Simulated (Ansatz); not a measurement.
# CH₅GeNS: a ladder of functionals and wavefunction methods

One table from this session's results is given with a row withheld; the runs are named, their logs left out.

Program: Ansatz 0.2.0, Gaussian basis. Level of theory: functionals in def2-TZVPP, the program's frozen cores in correlated methods. These are calculated values, not measurements.

Levels to be run: PBE-D4, r2SCAN-D4, PBE0-D4, B3LYP-D4, ωB97X-V, ωB97M-V, B2PLYP; CCSD(T)/def2-TZVPP; CCSD(T)/def2-QZVPP; extrapolation to the limit.

### Structure used throughout

All runs share one geometry, relaxed beforehand with PBE0-D4 in a triple-zeta def2 set.

SMILES `C[S][Ge][NH2]`, 9 atoms, charge 0, spin multiplicity 1.

Atoms are counted from 1 here; the program's logs count them from 0.

Bond lengths: C1–S2 1.813 Å, C1–H5 1.090 Å, C1–H6 1.090 Å, C1–H7 1.092 Å, S2–Ge3 2.235 Å, Ge3–N4 1.819 Å, N4–H8 1.007 Å, N4–H9 1.008 Å. Angles: S2–C1–H5 109.3°, S2–C1–H6 109.3°, S2–C1–H7 111.1°, H5–C1–H6 109.2°, H5–C1–H7 108.9°, H6–C1–H7 108.9°, C1–S2–Ge3 100.3°, S2–Ge3–N4 96.1°, Ge3–N4–H8 120.8°, Ge3–N4–H9 126.5°, H8–N4–H9 112.7°.

As a file:

```
C    -1.36468    1.01556   -1.08170
S    -0.46533   -0.49398   -0.63338
Ge    0.86206    0.29754    0.98096
N     1.69438   -1.28034    1.33691
H    -2.43172    0.85855   -0.92696
H    -1.18432    1.24463   -2.13153
H    -1.03940    1.86167   -0.47350
H     2.40524   -1.34011    2.04715
H     1.52376   -2.16352    0.88207
```

Set-up of the first run:

Input file in.yaml:

```yaml
crystal:
  periodic: [false, false, false]
  atoms:
    - {symbol: C, position_ang: [-1.364682, 1.015557, -1.081699]}
    - {symbol: S, position_ang: [-0.465330, -0.493983, -0.633376]}
    - {symbol: Ge, position_ang: [0.862065, 0.297538, 0.980961]}
    - {symbol: N, position_ang: [1.694379, -1.280340, 1.336913]}
    - {symbol: H, position_ang: [-2.431717, 0.858545, -0.926962]}
    - {symbol: H, position_ang: [-1.184316, 1.244632, -2.131532]}
    - {symbol: H, position_ang: [-1.039396, 1.861672, -0.473503]}
    - {symbol: H, position_ang: [2.405241, -1.340108, 2.047150]}
    - {symbol: H, position_ang: [1.523756, -2.163523, 0.882068]}
basis:
  gaussian: {orbitals: def2-TZVPP}
hamiltonian: {xc: pbe, dispersion: d4}
output: {forces: true, orbitals: {seedname: orbitals}}
```

Started as:

```bash
$ ansatz run in.yaml --threads 2 --pin off --events-out ev --progress --plain --max-ram 32768MiB --backend cpu
```

Among the steps run: PBE-D4 (GGA); r2SCAN-D4 (meta-GGA); PBE0-D4 (hybrid); B3LYP-D4 (hybrid); ωB97X-V (range-separated); ωB97M-V (range-separated); B2PLYP (double hybrid); CCSD(T) in def2-TZVPP; CCSD(T) in def2-QZVPP.

One table of the session follows, with a row left open; its other results are not shown here.

| method | atomisation energy (kcal/mol) |
| --- | --- |
| PBE-D4 | ? |
| r2SCAN-D4 | 733.2 |
| PBE0-D4 | 733.3 |
| B3LYP-D4 | 734.4 |
| ωB97X-V | 736.0 |
| ωB97M-V | 734.9 |
| B2PLYP | 723.6 |
| HF/def2-TZVPP | 502.8 |
| MP2/def2-TZVPP | 717.9 |
| CCSD/def2-TZVPP | 696.5 |
| CCSD(T)/def2-TZVPP | 710.0 |
| MP2/CBS | 741.9 |
| CCSD(T)/CBS | 733.9 |

Estimate the missing values for PBE-D4.

The run gave: atomisation energy (kcal/mol): 750.3. In the column «atomisation energy (kcal/mol)» it is the highest.
